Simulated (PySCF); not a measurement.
# In⁺: excitation energy in def2-QZVPPD with ECP28

Aim: the excitation energy of indium from differences of total energies, at each level of theory, and how far each lands from the tabulated value where there is one.

The numbers are computed with PySCF 2.14.0 (unrestricted determinants in a Gaussian basis, no spin-orbit coupling in the energies), except any that are marked as measured or tabulated.

**1. Starting point**

```
Element                                   : indium (Z = 49)
Basis                                     : def2-QZVPPD with the def2 core potential (28 electrons) (8s6p5d4f1g, 88 functions)
Hamiltonian                               : scalar relativity through the core potential
State 1                                   : In⁺: [Kr] 4d10 5s1 5d1, high-spin 3D determinant (an excited configuration)
Needed too, but not shown                 : In⁺ [Kr] 4d10 5s2 (1S)
Methods                                   : CCSD(T)
Core shells frozen in the correlated runs : valence and next inner shell: nothing (for In⁺)
```

Outer shells as boxes (Hund's rule):

In+ [Kr] 4d10 5s1 5d1
```
[Kr] core
4d [↑↓][↑↓][↑↓][↑↓][↑↓]
5s [↑ ]
5d [↑ ][  ][  ][  ][  ]
```

The runs were made by one driver on top of PySCF. The scripts below sum up each run's settings (the driver also hands on starting orbitals that pick excited configurations, and frozen orbitals as a list rather than a count), and the logs come from the driver's own runs. The driver starts from symmetry-adapted Hartree-Fock orbitals, holds the occupation by maximum overlap and uses a logarithmic radial grid for functionals, so a plain start would take other cycles.

The integrals over 88 functions and the set-up took 1.5 s of CPU time.

**2. In⁺ [Kr] 4d10 5s1 5d1: CCSD(T) (valence and next inner shell)**

CCSD(T) (valence and next inner shell):

input.py reads:

```python
from pyscf import gto, scf, dft, mp, cc
import basis_set_exchange as bse
txt = bse.get_basis("def2-QZVPPD", elements=["In"], fmt="nwchem", header=False)
cut = txt.index("\nECP")
mol = gto.M(atom="In 0 0 0", charge=1, spin=2, symmetry="D2h",
            basis=gto.basis.parse(txt[:cut]),
            ecp={"In": gto.basis.parse_ecp(txt[cut:])})
mf = scf.UHF(mol)
mf.irrep_nelec = {'Ag': (4, 3), 'B1g': (2, 1), 'B2g': (1, 1), 'B3g': (1, 1), 'B1u': (1, 1), 'B2u': (1, 1), 'B3u': (1, 1)}
mf.kernel()
mycc = cc.CCSD(mf, frozen=0).run()
mycc.ccsd_t()
```

**Question.** What will these runs give?

**Answer**, as computed:

| quantity | value |
| --- | --- |
| excitation energy, In⁺ → [Kr] 4d10 5s1 5d1 | UHF 11.100, CCSD(T) (valence and next inner shell) 12.593 eV; reference 12.674 |

Accuracy by level (over 1 difference):

```csv
method,mean absolute miss against the measured value (with the measured fine structure taken into account where it is known) (eV)
UHF,1.573
MP2 (valence and next inner shell),0.071
SCS-MP2 (valence and next inner shell),0.099
CCSD (valence and next inner shell),0.187
CCSD(T) (valence and next inner shell),0.081
```

What this shows: Against experiment MP2 (valence and next inner shell) comes closest (off by 0.07 eV), level with CCSD(T) (valence and next inner shell) and UHF is farthest (1.57 eV). In a finite basis a lower level can come nearest by cancelling errors. The basis is finite, and no extrapolation was made.
